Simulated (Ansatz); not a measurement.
**One shape, several levels: doublet [Si2H6O2]+**

Wanted: a comparison of 6 runs (UHF/6-31G*, U-wB97X/6-31G*, UB2PLYP/6-31G*, UPBE0/6-31G*, RPA@PBE/6-31G*, UMP2/6-31G*) of doublet [Si2H6O2]+. 

The results are computed with Ansatz 0.2.0.

48 further runs of the same task are left out: 48 set aside as unsound or not needed. Runs told in other sessions of the task aren't counted.

## Step 1: The molecule

The species is [Si2H6O2]+ (10 atoms), meant as a doublet with charge +1. As SMILES of the parent species, `O[SiH2][SiH2]O`. Geometry: relaxed at PBE0-D4/def2-TZVP. This is one conformer, not always the lowest. That shape belongs to the parent species and isn't relaxed for this state.

Bond lengths: O1–Si2 1.656 Å, Si2–Si3 2.357 Å, Si3–O4 1.656 Å, O1–H5 0.958 Å, Si2–H6 1.487 Å, Si2–H7 1.494 Å, Si3–H8 1.493 Å, Si3–H9 1.487 Å, O4–H10 0.958 Å. Some angles: O1–Si2–Si3 112.1°, Si2–Si3–O4 112.1°, O1–Si2–H6 105.4°, O1–Si2–H7 111.3°, Si3–Si2–H6 110.5°, Si3–Si2–H7 109.5°, Si2–O1–H5 117.4°, Si2–Si3–H8 109.5°, Si2–Si3–H9 110.5°, O4–Si3–H8 111.3°.

## Step 2: The energy at UHF/6-31G(d) (spherical functions) (run 1)

run.yaml

```yaml
crystal:
  periodic: [false, false, false]
  atoms:
    - {symbol: O, position_ang: [-1.023300, 1.887700, 1.029000]}
    - {symbol: Si, position_ang: [0.114300, 0.686000, 0.959700]}
    - {symbol: Si, position_ang: [-0.148600, -0.673600, -0.947700]}
    - {symbol: O, position_ang: [0.987200, -1.877000, -1.014900]}
    - {symbol: H, position_ang: [-1.013300, 2.545500, 0.332800]}
    - {symbol: H, position_ang: [-0.079100, -0.112900, 2.199100]}
    - {symbol: H, position_ang: [1.498300, 1.246700, 0.986300]}
    - {symbol: H, position_ang: [-1.533500, -1.232000, -0.975500]}
    - {symbol: H, position_ang: [0.047500, 0.124300, -2.187300]}
    - {symbol: H, position_ang: [0.975700, -2.534100, -0.318000]}
basis:
  gaussian: {orbitals: 6-31G_st_-spherical.json}
total_charge: 1
magnetization: {spin_polarized: true, initial_magnetization: 1}
hamiltonian: {xc: hf}
accuracy: high
output: {orbitals: {seedname: orbitals}}
```

The basis set 6-31G* is read from a file made from the Basis Set Exchange's data (not shown).

The run is started by

```
$ ansatz run run.yaml --threads 1 --pin off --max-ram 2610MiB --events-out events.jsonl --progress --plain --runs-dir runs
```

Log:

```text
Warning: RAYON_NUM_THREADS=1 ignored (pool sized by the plan → 1); use --threads N
Functional definition: HF
  name "HF"
  exchange = exact_x
  correlation = 0
1719 factors; integrals over basis functions are off by at most 8.4e-9 eV
mean field evaluation 1: about -19876.9700 eV, gradient 4.4e1 eV
mean field evaluation 2: about -19877.0756 eV, gradient 4.4e1 eV
mean field evaluation 4: about -19884.8852 eV, gradient 2.8e0 eV
mean field evaluation 8: about -19885.0014 eV, gradient 3.3e-1 eV
mean field evaluation 16: about -19885.0049 eV, gradient 2.7e-7 eV
mean field evaluation 32: about -19880.3662 eV, gradient 7.1e0 eV
mean field -19885.00491375 eV, -730.7604520399 hartree, gradient 1.9e-8 eV, S^2 0.766162; 0 other end points of the search recorded, 0 dependent functions left out
reference -19885.00491375 eV, -730.7604520399 hartree; 25, 24 occupied and 51, 52 virtual orbitals, 1719 factors
Total energy: -19885.00491375 eV, -730.7604520399 hartree
```

It took 3.9 s on 1 thread of Arm Neoverse V1, shared host; peak memory 0.3 GiB.

## Step 3: The energy at U-wB97X/6-31G(d) (spherical functions) (run 2)

in.yaml

```yaml
crystal:
  periodic: [false, false, false]
  atoms:
    - symbol: O
      position_ang: [-1.023300, 1.887700, 1.029000]
    - symbol: Si
      position_ang: [0.114300, 0.686000, 0.959700]
    - symbol: Si
      position_ang: [-0.148600, -0.673600, -0.947700]
    - symbol: O
      position_ang: [0.987200, -1.877000, -1.014900]
    - symbol: H
      position_ang: [-1.013300, 2.545500, 0.332800]
    - symbol: H
      position_ang: [-0.079100, -0.112900, 2.199100]
    - symbol: H
      position_ang: [1.498300, 1.246700, 0.986300]
    - symbol: H
      position_ang: [-1.533500, -1.232000, -0.975500]
    - symbol: H
      position_ang: [0.047500, 0.124300, -2.187300]
    - symbol: H
      position_ang: [0.975700, -2.534100, -0.318000]
basis:
  gaussian: {orbitals: 6-31G_st_-spherical.json}
total_charge: 1
magnetization: {spin_polarized: true, initial_magnetization: 1}
hamiltonian: {xc: {name: wB97X}}
accuracy: high
output: {orbitals: {seedname: orbitals}}
```

The basis set 6-31G* is read from a file made from the Basis Set Exchange's data (not shown).

The run is started by

```
$ ansatz run in.yaml --threads 1 --pin off --max-ram 2610MiB --events-out events.jsonl --progress --plain --runs-dir runs
```

Log (excerpt; [...] marks lines left out):

```text
Warning: RAYON_NUM_THREADS=1 ignored (pool sized by the plan → 1); use --threads N
Functional definition: wB97X
  name "wB97X"
[...]
      + exact_x_lr(omega)
[...]
      + integral(e_c_pw_opposite_spin*poly(b97_u_opposite, 1, cos1, cos2, cos3, cos4))
1719 factors; integrals over basis functions are off by at most 8.4e-9 eV
402 factors; integrals over basis functions are off by at most 2.4e-9 eV
[...]
mean field -19936.39958221 eV, -732.6491712691 hartree, gradient 8.2e-8 eV, S^2 0.757494; 0 other end points of the search recorded, 0 dependent functions left out
reference -19936.39957882 eV, -732.6491711445 hartree; 25, 24 occupied and 51, 52 virtual orbitals, 1719 factors
Total energy: -19936.39957882 eV, -732.6491711445 hartree
```

It took 76 s on 1 thread of Arm Neoverse V1, shared host; peak memory 0.86 GiB.

Runs 3 to 4 aren't shown in full; the table further down has their settings and results.

## Step 4: The energy at RPA@PBE/6-31G(d) (spherical functions) (run 5)

Changes to run.yaml since step 2:

```diff
@@ -14,7 +14,13 @@
 basis:
-  gaussian: {orbitals: 6-31G_st_-spherical.json}
+  gaussian:
+    orbitals: 6-31G_st_-spherical.json
 total_charge: 1
-magnetization: {spin_polarized: true, initial_magnetization: 1}
-hamiltonian: {xc: hf}
+magnetization:
+  spin_polarized: true
+  initial_magnetization: 1
+hamiltonian:
+  xc: {name: PBE}
+correlation:
+  method: rpa
+  frozen_orbitals: {H: 0, O: 1, Si: 5}
 accuracy: high
-output: {orbitals: {seedname: orbitals}}
```

The basis set 6-31G* is read from a file made from the Basis Set Exchange's data (not shown).

The run is started by

```
$ ansatz run run.yaml --threads 1 --pin off --max-ram 2610MiB --events-out events.jsonl --progress --plain --runs-dir runs
```

Log (excerpt; [...] marks lines left out):

```text
Warning: RAYON_NUM_THREADS=1 ignored (pool sized by the plan → 1); use --threads N
Functional definition: PBE
  name "PBE"
[...]
1719 factors; integrals over basis functions are off by at most 8.4e-9 eV
[...]
mean field -19925.40390712 eV, -732.2450876627 hartree, gradient 3.0e-8 eV, S^2 0.751879; 2 other end points of the search recorded, 0 dependent functions left out
12 core orbitals not correlated: weight in the atoms' cores, before any rotation towards them, 1.000 or more for the frozen orbitals, at most 0.000 for the correlated occupied ones
reference -19883.48337674 eV, -730.7045365862 hartree; 13, 12 occupied and 51, 52 virtual orbitals, 1719 factors
Total energy: -19906.91155823 eV, -731.5655063755 hartree
```

It took 23 s on 1 thread of Arm Neoverse V1, shared host; peak memory 0.3 GiB.

## Step 5: The energy at UMP2/6-31G(d) (spherical functions) (run 6)

job.yaml

```yaml
crystal:
  periodic: [false, false, false]
  atoms:
    - {symbol: O, position_ang: [-1.023300, 1.887700, 1.029000]}
    - {symbol: Si, position_ang: [0.114300, 0.686000, 0.959700]}
    - {symbol: Si, position_ang: [-0.148600, -0.673600, -0.947700]}
    - {symbol: O, position_ang: [0.987200, -1.877000, -1.014900]}
    - {symbol: H, position_ang: [-1.013300, 2.545500, 0.332800]}
    - {symbol: H, position_ang: [-0.079100, -0.112900, 2.199100]}
    - {symbol: H, position_ang: [1.498300, 1.246700, 0.986300]}
    - {symbol: H, position_ang: [-1.533500, -1.232000, -0.975500]}
    - {symbol: H, position_ang: [0.047500, 0.124300, -2.187300]}
    - {symbol: H, position_ang: [0.975700, -2.534100, -0.318000]}
basis:
  gaussian:
    orbitals: 6-31G_st_-spherical.json
correlation:
  method: mp2
  frozen_orbitals: {H: 0, O: 1, Si: 5}
magnetization:
  spin_polarized: true
  initial_magnetization: 1
accuracy: high
total_charge: 1
```

The basis set 6-31G* is read from a file made from the Basis Set Exchange's data (not shown).

The run is started by

```
$ ansatz run job.yaml --threads 1 --pin off --max-ram 2610MiB --events-out events.jsonl --progress --plain --runs-dir runs
```

Log (excerpt; [...] marks lines left out):

```text
Warning: RAYON_NUM_THREADS=1 ignored (pool sized by the plan → 1); use --threads N
[... 2 set-up lines as earlier in the session ...]
[...]
1719 factors; integrals over basis functions are off by at most 8.4e-9 eV
[...]
mean field -19885.00491375 eV, -730.7604520399 hartree, gradient 1.9e-8 eV, S^2 0.766162; 1 other end points of the search recorded, 0 dependent functions left out
12 core orbitals not correlated: weight in the atoms' cores, before any rotation towards them, 1.000 or more for the frozen orbitals, at most 0.000 for the correlated occupied ones
reference -19885.00491375 eV, -730.7604520399 hartree; 13, 12 occupied and 51, 52 virtual orbitals, 1719 factors
second order -13.97366874 eV of doubles, -0.00000000 eV of singles
Total energy: -19898.97858249 eV, -731.2739748943 hartree
```

Run time: 4.2 s. Hardware: 1 thread of Arm Neoverse V1, shared host; peak memory 0.32 GiB.

## Step 6: The series

| run | level | frozen core orbitals | energy (Eh) | HOMO energy (eV) | LUMO energy (eV) | ⟨S²⟩ | wall time |
| --- | --- | --- | --- | --- | --- | --- | --- |
| 1 | UHF/6-31G* (spherical functions) | – | -730.760452 | -18.01 | -8.34 | 0.766 | 3.9 s |
| 2 | U-wB97X/6-31G* (spherical functions) | – | -732.649171 | -16.56 | -9.61 | 0.757 | 76 s |
| 3 | UB2PLYP/6-31G* (spherical functions) | 12 | -732.297547 | -15.63 | -10.45 | 0.762 | 23 s |
| 4 | UPBE0/6-31G* (spherical functions) | – | -732.296341 | -14.22 | -11.46 | 0.756 | 16 s |
| 5 | RPA@PBE/6-31G* (spherical functions) | 12 | -731.565506 | – | – | 0.752 | 23 s |
| 6 | UMP2/6-31G* (spherical functions) | 12 | -731.273975 | – | – | 0.766 | 4.2 s |

## Step 7: What came out

| quantity | value |
| --- | --- |
| run 6: total energy | -731.27397 Eh |
| run 6: correlation energy (12 core orbitals frozen) | -513.5 mEh |
| run 6: ⟨S²⟩ of the reference determinant | 0.766 |

**Reading.** Totals of different functionals can't be ranked against each other. All runs together took 2.4 min, the longest 76 s.
